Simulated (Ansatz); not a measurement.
**B₂H₄OS: basis-set convergence**

How large a basis does B₂H₄OS need? Two functionals are run in growing sets.

Computed with Ansatz 0.2.0, Gaussian basis. Level: one geometry, several basis sets.

Plan: PBE0-D4/def2-SVP; ωB97M-V/def2-SVP; PBE0-D4/def2-QZVPP; ωB97M-V/def2-QZVPP; the functionals' def2-TZVPP values are taken from earlier runs.

## 1. The relaxed structure

An earlier PBE0-D4 in a triple-zeta def2 set relaxation fixed the geometry.

SMILES `BB(O)S`, 8 atoms, charge 0, spin multiplicity 1.

Atoms are counted from 1 here; the program's logs count them from 0.

Bond lengths: B1–B2 1.672 Å, B1–H5 1.199 Å, B1–H6 1.199 Å, B2–O3 1.359 Å, B2–S4 1.826 Å, O3–H7 0.959 Å, S4–H8 1.344 Å. Angles: B2–B1–H5 121.6°, B2–B1–H6 121.6°, H5–B1–H6 116.5°, B1–B2–O3 131.6°, B1–B2–S4 113.8°, O3–B2–S4 114.6°, B2–O3–H7 113.9°, B2–S4–H8 97.0°.

Geometry (Å):

```mol
B2H4OS
  3D, bonds by distance, orders not assigned

  8  7  0  0  0  0  0  0  0  0999 V2000
    0.1522    1.0972    0.0448 B   0  0
    0.1528   -0.5751    0.0584 B   0  0
    1.0867   -1.4740    0.4671 O   0  0
   -1.3820   -1.3173   -0.5948 S   0  0
    0.5040    1.7179   -0.9184 H   0  0
   -0.2969    1.7327    0.9565 H   0  0
    1.8882   -1.0739    0.8087 H   0  0
   -2.0130   -0.1644   -0.8782 H   0  0
  1  2  8  0
  2  3  8  0
  2  4  8  0
  1  5  8  0
  1  6  8  0
  3  7  8  0
  4  8  8  0
M  END
```

## 2. PBE0-D4 in def2-SVP

in.yaml

```yaml
crystal:
  periodic: [false, false, false]
  atoms:
    - {symbol: B, position_ang: [0.152227, 1.097220, 0.044777]}
    - {symbol: B, position_ang: [0.152805, -0.575111, 0.058374]}
    - {symbol: O, position_ang: [1.086670, -1.474026, 0.467137]}
    - {symbol: S, position_ang: [-1.381985, -1.317300, -0.594777]}
    - {symbol: H, position_ang: [0.503998, 1.717867, -0.918365]}
    - {symbol: H, position_ang: [-0.296878, 1.732675, 0.956486]}
    - {symbol: H, position_ang: [1.888215, -1.073897, 0.808709]}
    - {symbol: H, position_ang: [-2.012954, -0.164429, -0.878241]}
basis:
  gaussian: {orbitals: def2-SVP}
hamiltonian: {xc: pbe0, dispersion: d4}
output: {orbitals: {seedname: orbitals}}
```

The run is started by

```console
> ansatz run in.yaml --threads 2 --pin off --events-out ev --progress --plain --max-ram 4352MiB
```

After this run come: ωB97M-V in def2-SVP; PBE0-D4 in def2-QZVPP; ωB97M-V in def2-QZVPP.

Q: Predict the results of all the runs planned. Wanted: PBE0-D4: double and triple zeta above quadruple; ωB97M-V: double and triple zeta above quadruple.

As calculated:

| quantity | value |
| --- | --- |
| PBE0-D4: double and triple zeta above quadruple | 8.28, 0.53 eV |
| ωB97M-V: double and triple zeta above quadruple | 8.40, 0.51 eV |

**Reading.** For PBE0-D4 the step from double to triple zeta gains 7.75 eV and the next only 0.53 eV. Total energies overstate the basis error of differences, where much of it tends to cancel.
